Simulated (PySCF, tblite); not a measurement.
**C3H7AsBN: geometry, infrared bands and NMR shifts**

Wanted: the infrared bands and NMR shifts of C3H7AsBN (`CC#CB(N)[AsH2]`), by calculation.

The runs use tblite 0.8.0 and PySCF 2.14.0, with density-fitted response routines of our own; the level of theory stands in each step. All values are computed, except where a source is named. Atoms count from 0, in the outputs and in this text.

**1. The starting structure**

13 atoms, charge 0, multiplicity 1; geometry from: force field or distance geometry start.

Bonds of the start (Å): C0–C1 1.49, C1–C2 1.20, C2–B3 1.55, B3–N4 1.51, B3–As5 2.04, C0–H6 1.11, C0–H7 1.13, C0–H8 1.10, N4–H9 1.04, N4–H10 1.05, As5–H11 1.56, As5–H12 1.57.

**2. Relaxing the molecule with GFN2-xTB**

The job: settings as JSON, then the geometry in Å.

```
{"job": {"kind": "relax", "xc": "GFN2-xTB", "basis": "xTB"}, "charge": 0, "multiplicity": 1}
C      3.001400    -0.384800     0.162600
C      1.522400    -0.251700     0.042800
C      0.326600    -0.138900    -0.035400
B     -1.205100     0.050200    -0.159200
N     -2.115400    -1.152600    -0.257100
As    -1.911400     1.967100    -0.195100
H      3.489700     0.264000    -0.599900
H      3.336800    -0.077300     1.200300
H      3.231600    -1.443000    -0.022700
H     -2.655600    -1.358300     0.611200
H     -1.591800    -2.022900    -0.508900
H     -2.832300     2.212900    -1.426200
H     -2.601300     2.335800     1.169700
```

Started as:

```console
> OMP_NUM_THREADS=1 python probes_run.py task.json out
```

This one command runs all jobs of the session in turn.

Standard output:

```text
step      E/eV     max force
  0    -446.21395    2.632
  1    -446.47292    3.877
  2    -446.81372    3.034
  3    -446.98958    1.469
  4    -447.23756    0.992
  5    -447.31401    0.899
  6    -447.46732    0.796
  7    -447.52492    0.670
  8    -447.56566    0.575
  9    -447.60729    0.601
 10    -447.65593    0.726
 11    -447.69697    0.625
 12    -447.72843    0.652
 13    -447.76373    0.753
 14    -447.79505    0.740
 15    -447.82017    1.090
 16    -447.84438    0.405
 17    -447.85816    0.283
 18    -447.86588    0.312
 19    -447.88210    0.309
 20    -447.89256    0.300
 21    -447.90023    0.288
 22    -447.90517    0.187
 23    -447.91112    0.227
 24    -447.91737    0.284
 25    -447.92360    0.267
 26    -447.92840    0.169
 27    -447.93176    0.115
 28    -447.93367    0.103
 29    -447.93573    0.124
 30    -447.93828    0.128
 31    -447.94060    0.107
 32    -447.94189    0.073
 33    -447.94256    0.071
 34    -447.94312    0.070
 35    -447.94389    0.084
 36    -447.94488    0.115
 37    -447.94585    0.099
 38    -447.94654    0.063
 39    -447.94697    0.068
 40    -447.94733    0.060
 41    -447.94769    0.052
 42    -447.94804    0.049
 43    -447.94839    0.063
 44    -447.94879    0.057
 45    -447.94927    0.062
 46    -447.94979    0.062
 47    -447.95023    0.042
 48    -447.95049    0.039
 49    -447.95066    0.033
 50    -447.95081    0.029
 51    -447.95099    0.032
 52    -447.95122    0.037
 53    -447.95143    0.034
 54    -447.95158    0.033
 55    -447.95168    0.027
 56    -447.95179    0.036
 57    -447.95194    0.052
 58    -447.95211    0.055
 59    -447.95225    0.041
 60    -447.95235    0.028
 61    -447.95244    0.029
 62    -447.95255    0.030
 63    -447.95266    0.041
 64    -447.95275    0.035
 65    -447.95282    0.022
 66    -447.95290    0.023
 67    -447.95298    0.023
 68    -447.95308    0.039
 69    -447.95319    0.031
 70    -447.95329    0.026
 71    -447.95336    0.019
 72    -447.95341    0.020
 73    -447.95345    0.019
 74    -447.95350    0.020
 75    -447.95360    0.026
 76    -447.95377    0.038
 77    -447.95399    0.047
 78    -447.95426    0.055
 79    -447.95462    0.057
 80    -447.95521    0.077
 81    -447.95622    0.094
 82    -447.95777    0.121
 83    -447.95923    0.153
 84    -447.95981    0.211
 85    -447.96410    0.154
 86    -447.96445    0.120
 87    -447.96812    0.077
 88    -447.96895    0.253
 89    -447.97152    0.076
 90    -447.97321    0.045
 91    -447.97441    0.073
 92    -447.97472    0.059
 93    -447.97527    0.051
 94    -447.97654    0.062
 95    -447.97782    0.135
 96    -447.97921    0.094
 97    -447.98025    0.075
 98    -447.98109    0.125
 99    -447.98179    0.098
100    -447.98238    0.068
101    -447.98394    0.075
102    -447.98475    0.072
103    -447.98605    0.092
104    -447.98750    0.174
105    -447.98840    0.275
106    -447.98760    0.333
107    -447.99075    0.320
108    -447.99212    0.081
109    -447.99408    0.120
110    -447.99298    0.382
111    -447.99715    0.113
112    -447.99854    0.053
113    -447.99976    0.205
114    -448.00184    0.069
115    -448.00275    0.061
116    -448.00257    0.145
117    -448.00422    0.059
118    -448.00464    0.047
119    -448.00515    0.024
120    -448.00525    0.027
121    -448.00530    0.035
122    -448.00535    0.033
123    -448.00540    0.032
124    -448.00545    0.028
125    -448.00551    0.028
126    -448.00561    0.028
127    -448.00578    0.033
128    -448.00608    0.059
129    -448.00653    0.075
130    -448.00710    0.063
131    -448.00748    0.029
132    -448.00766    0.027
133    -448.00768    0.044
134    -448.00782    0.024
135    -448.00789    0.019
136    -448.00799    0.017
137    -448.00802    0.020
138    -448.00806    0.018
139    -448.00812    0.017
140    -448.00820    0.018
141    -448.00826    0.016
142    -448.00829    0.015
143    -448.00831    0.010
144    -448.00831    0.007
```

Wall time 2.1 s (1 thread of Intel Xeon at 2.50GHz, shared host); peak memory 0.18 GiB.

Along the way: (not every step is listed)

| step | energy from step 0 (eV) | largest force (eV/Å) |
| --- | --- | --- |
| 0 | 0.0000 | 2.6323 |
| 1 | -0.2590 | 3.8765 |
| 2 | -0.5998 | 3.0341 |
| 3 | -0.7756 | 1.4689 |
| 4 | -1.0236 | 0.9918 |
| 5 | -1.1001 | 0.8992 |
| 6 | -1.2534 | 0.7955 |
| 7 | -1.3110 | 0.6702 |
| 8 | -1.3517 | 0.5751 |
| 21 | -1.6863 | 0.2876 |
| 34 | -1.7292 | 0.0702 |
| 47 | -1.7363 | 0.0416 |
| 60 | -1.7384 | 0.0284 |
| 73 | -1.7395 | 0.0194 |
| 86 | -1.7505 | 0.1202 |
| 99 | -1.7678 | 0.0975 |
| 112 | -1.7846 | 0.0529 |
| 125 | -1.7916 | 0.0282 |
| 138 | -1.7941 | 0.0182 |
| 139 | -1.7942 | 0.0172 |
| 140 | -1.7942 | 0.0176 |
| 141 | -1.7943 | 0.0164 |
| 142 | -1.7943 | 0.0153 |
| 143 | -1.7944 | 0.0099 |
| 144 | -1.7944 | 0.0066 |

Distances of close pairs at the start and the end, largest changes first:

| bond | before (Å) | after (Å) | change (Å) |
| --- | --- | --- | --- |
| B3–N4 | 1.512 | 1.388 | -0.124 |
| As5–H12 | 1.573 | 1.503 | -0.070 |
| As5–H11 | 1.557 | 1.513 | -0.044 |
| C0–C1 | 1.490 | 1.447 | -0.043 |
| C0–H7 | 1.133 | 1.090 | -0.043 |
| N4–H10 | 1.046 | 1.008 | -0.039 |
| C2–B3 | 1.548 | 1.512 | -0.036 |
| N4–H9 | 1.043 | 1.008 | -0.035 |

The final coordinates are the input of the step that follows.

**3. Infrared spectrum with GFN2-xTB**

The job: settings as JSON, then the geometry in Å.

```
{"job": {"kind": "ir", "xc": "GFN2-xTB", "basis": "xTB"}, "charge": 0, "multiplicity": 1}
C      2.923279    -0.328975     0.230826
C      1.492795    -0.213859     0.045363
C      0.298655    -0.127980    -0.109647
B     -1.192745     0.038583    -0.295601
N     -2.002171    -1.088925    -0.301004
As    -1.988094     1.892743    -0.601805
H      3.445028     0.308919    -0.483135
H      3.190980    -0.014802     1.240148
H      3.244761    -1.361068     0.085713
H     -3.001635    -1.051938    -0.426099
H     -1.656180    -2.028272    -0.185037
H     -3.294272     1.550254     0.079766
H     -1.464789     2.425807     0.702782
```

Standard output:

```text
mode    cm-1     km/mol
  1     -14.2      0.19
  2      66.3      1.15
  3      79.8      0.32
  4     120.8      3.03
  5     210.3      3.09
  6     256.6      2.82
  7     316.0      3.12
  8     335.2      1.70
  9     379.3     12.95
 10     455.0      5.06
 11     564.8      8.03
 12     605.9    182.38
 13     669.5     27.37
 14     676.4     39.25
 15     746.2      1.98
 16     959.9    111.48
 17    1008.9    181.53
 18    1013.4     23.30
 19    1025.3      7.42
 20    1159.4     29.56
 21    1347.1    118.32
 22    1388.0      0.27
 23    1456.6      4.97
 24    1458.2      4.67
 25    1529.9    103.16
 26    1835.3    882.12
 27    1895.8    759.71
 28    2320.3    144.62
 29    2990.9     32.31
 30    2994.4     25.82
 31    3002.7     36.08
 32    3451.1      0.37
 33    3486.9      6.71
```

It took 0.97 s on 1 thread of Intel Xeon at 2.50GHz, shared host; peak memory 0.18 GiB.

The strongest bands and the atoms that carry them (share of the mass-weighted mode):

| cm⁻¹ | km/mol | atoms |
| --- | --- | --- |
| 606 | 182.4 | H10 65 %, N4 19 % |
| 960 | 111.5 | B3 23 %, H9 19 %, H10 19 %, N4 13 % |
| 1009 | 181.5 | H11 48 %, H12 48 % |
| 1347 | 118.3 | B3 60 %, N4 16 % |
| 1530 | 103.2 | H10 40 %, H9 40 %, N4 17 % |
| 1835 | 882.1 | H11 99 % |
| 1896 | 759.7 | H12 99 % |
| 2320 | 144.6 | C1 52 %, C2 46 % |

**4. Nuclear shieldings: PBE0/pcSseg-1**

Settings changed since step 3:

```diff
@@ -1,2 +1,2 @@
-{"job": {"kind": "ir", "xc": "GFN2-xTB", "basis": "xTB"}, "charge": 0, "multiplicity": 1}
+{"job": {"kind": "nmr", "xc": "PBE0", "basis": "pcSseg-1"}, "charge": 0, "multiplicity": 1}
 C      2.923279    -0.328975     0.230826
```

Level: GIAO PBE0/pcSseg-1 NMR shielding, non-relativistic, gas phase.

Standard output:

```text
coarse grid: 50480 points
cycle   1  E = -2433.1677664701  dE = -1.971e-01  |g| = 7.946e-01  |ddm| = 3.706e+00
cycle   2  E = -2433.1395610148  dE =  2.821e-02  |g| = 7.220e-01  |ddm| = 1.103e+00
cycle   3  E = -2433.2094681338  dE = -6.991e-02  |g| = 3.115e-01  |ddm| = 7.304e-01
cycle   4  E = -2433.2329528010  dE = -2.348e-02  |g| = 8.241e-02  |ddm| = 2.710e-01
cycle   5  E = -2433.2343984710  dE = -1.446e-03  |g| = 1.992e-02  |ddm| = 7.562e-02
cycle   6  E = -2433.2344882248  dE = -8.975e-05  |g| = 5.132e-03  |ddm| = 2.013e-02
cycle   7  E = -2433.2344946685  dE = -6.444e-06  |g| = 1.006e-03  |ddm| = 6.318e-03
final grid: 106504 points
cycle   8  E = -2433.2344944457  dE =  9.738e-09  |g| = 1.273e-03  |ddm| = 4.069e-03
cycle   9  E = -2433.2344942603  dE =  1.854e-07  |g| = 1.679e-03  |ddm| = 3.294e-03
cycle  10  E = -2433.2344948066  dE = -5.463e-07  |g| = 1.848e-04  |ddm| = 1.651e-03
cycle  11  E = -2433.2344948152  dE = -8.565e-09  |g| = 5.482e-05  |ddm| = 1.985e-04
cycle  12  E = -2433.2344948159  dE = -6.789e-10  |g| = 1.873e-05  |ddm| = 5.484e-05
converged SCF energy = -2433.2344948159

GIAO shielding tensors (ppm)
atom      isotropic    diamagn.    paramagn.     s11        s22        s33       span
  0 C      180.317     251.988     -71.671    172.807    173.065    195.079     22.272
  1 C       66.528     275.567    -209.039    -10.125      1.187    208.521    218.645
  2 C       96.083     256.719    -160.636      0.339      7.629    280.280    279.940
  3 B       61.863     194.764    -132.901     14.217     53.779    117.593    103.376
  4 N      141.811     316.596    -174.785     37.591    187.375    200.468    162.878
  5 As    1862.481    2877.575   -1015.094   1702.293   1875.758   2009.392    307.099
  6 H       29.500      28.266       1.234     24.528     28.043     35.930     11.402
  7 H       29.521      28.815       0.706     24.691     27.913     35.957     11.266
  8 H       29.598      28.253       1.345     24.431     27.860     36.503     12.072
  9 H       27.405      30.363      -2.958     21.763     26.660     33.793     12.030
 10 H       27.088      31.606      -4.518     22.019     23.983     35.263     13.244
 11 H       29.585      29.573       0.011     22.409     25.232     41.114     18.705
 12 H       29.327      29.828      -0.501     22.073     25.230     40.677     18.605
```

It took 69 s on 1 thread of Intel Xeon at 2.50GHz, shared host; peak memory 0.71 GiB.

Shifts follow as δ = σ(reference) − σ, with reference shieldings (ppm) from runs at the same level and on the same kind of geometry: 1H TMS 31.72, 13C TMS 186.9, 15N NH3 267.7, 11B BF3·OEt2 100.1, 75As AsH3 1989. The references are single molecules in the gas phase, so shifts against H2O, NH3, PH3, H3PO4 or CFCl3 are not on the usual liquid scales and can be off by tens of ppm. Shifts against hydride references such as AlH4− lie on their own scale. Atoms listed in one row are averaged.

| atoms | environment | σ (ppm) | δ (ppm) |
| --- | --- | --- | --- |
| C1 | alkyne carbon | 66.5 | 120.4 |
| C2 | alkyne carbon | 96.1 | 90.8 |
| C0 | propargylic methyl carbon | 180.3 | 6.6 |
| H9, H10 | hydrogen on a nitrogen bonded to B | 27.25 | 4.47 |
| H11, H12 | hydrogen on an arsenic bonded to B | 29.46 | 2.26 |
| H6, H7, H8 | hydrogen on a propargylic methyl carbon | 29.54 | 2.18 |
| B3 | boron bonded to C, As, N | 61.9 | 38.2 |
| N4 | nitrogen bonded to B, 2 H | 141.8 | 125.9 |
| As5 | arsenic bonded to B, 2 H | 1862 | 126 |

The run also stored atomic charges by several schemes (e):

| atoms | Mulliken | IAO | Hirshfeld | ESP fit |
| --- | --- | --- | --- | --- |
| C0 | -0.17 | -0.44 | -0.09 | -0.57 |
| C1 | -0.26 | -0.01 | -0.03 | 0.29 |
| C2 | -0.22 | -0.19 | -0.16 | -0.56 |
| B3 | 0.40 | 0.05 | 0.10 | 0.63 |
| N4 | -0.42 | -0.52 | -0.23 | -1.01 |
| As5 | -0.27 | 0.08 | 0.03 | -0.25 |

Mayer bond orders: C0–C1 1.18, C1–C2 2.58, C2–B3 1.03, B3–N4 1.39, B3–As5 0.93.

The fields below are evaluated on a grid from the run's orbitals.

Frontier orbitals at PBE0/pcSseg-1, with the share of their density that lies nearest to each atom:

| orbital | energy (eV) | lies on |
| --- | --- | --- |
| HOMO | -6.86 | As5 47 %; B3 12 %; C1 12 % |
| LUMO | -0.54 | B3 35 %; C1 21 %; C2 12 % |

ELF in a plane through or near 9 of the atoms.

Ten even steps from '0' (0.00) to '9' (1.00):
```
0000000000000000000000000000
0000000000000000000000000000
0000000000000000000000000000
0000000000000001465210000000
0000000000000003898521000000
0000000000000003898543320000
0000000000121001573238973000
0000023311565310342169997000
0000136545687653686479996000
0000133577266187037327972000
0000266177264487414100000000
0002899945787674687563000000
0002999812566521534899500000
0000499500133003885899700000
0000013000000007997377200000
0000000000000007995000000000
0000000000000002651000000000
0000000000000000000000000000
0000000000000000000000000000
0000000000000000000000000000
```
The map spans 12.1 Å across and 9.8 Å up, centred on the molecule. Atoms in the plane (x, y in Å): C0 (-2.9, 0.1), C1 (-1.5, 0.0), C2 (-0.3, -0.1), B3 (1.2, -0.2), N4 (1.8, -1.4), H8 (-3.4, -0.9), H9 (2.8, -1.5), H10 (1.4, -2.2), H11 (3.5, 1.1).

On the surface of density 0.002 e/bohr³ the electrostatic potential runs, from the 1st to the 99th percentile, from -0.93 V near As5 to 1.73 V near H9.

**5. Outcome**

| quantity | value |
| --- | --- |
| strongest single infrared mode (GFN2-xTB) | 1835 cm⁻¹, 882 km/mol |
| zero-point energy (GFN2-xTB) | 56.9 kcal/mol |
| 13C shifts against TMS (PBE0/pcSseg-1) | 120.4, 90.8, 6.6 ppm |
| 1H shifts against TMS (PBE0/pcSseg-1, means over atoms taken as alike) | 4.47, 2.26, 2.18 ppm |
| 11B shifts against BF3·OEt2 (PBE0/pcSseg-1) | 38.2 ppm |
| 15N shifts against NH3 (PBE0/pcSseg-1) | 125.9 ppm |
| 75As shifts against AsH3 (PBE0/pcSseg-1) | 126 ppm |
| surface potential, 1st and 99th percentile | -0.93 V and 1.73 V |

In words: The optimisation took 144 steps and gained 1.794 eV; among the close pairs (by a distance rule), B3–N4 changed most, from 1.512 to 1.388 Å. The lowest mode is slightly imaginary (14i cm⁻¹), a soft motion within the noise of the Hessian, so the minimum is not strictly shown. The strongest single mode, at 1835 cm⁻¹, moves mainly H11. Unscaled tight-binding wavenumbers are off by several per cent, some by more. Its intensities can rank the bands wrongly. At PBE0/pcSseg-1: Shielding is most anisotropic at As5 (span 307 ppm, paramagnetic term -1015 ppm). By nearest atom (PBE0/pcSseg-1), the HOMO sits on As5 47 %; B3 12 % and the LUMO on B3 35 %; C1 21 %. Spin-orbit coupling is left out, which matters for shieldings and couplings at and beside the heavy atoms.
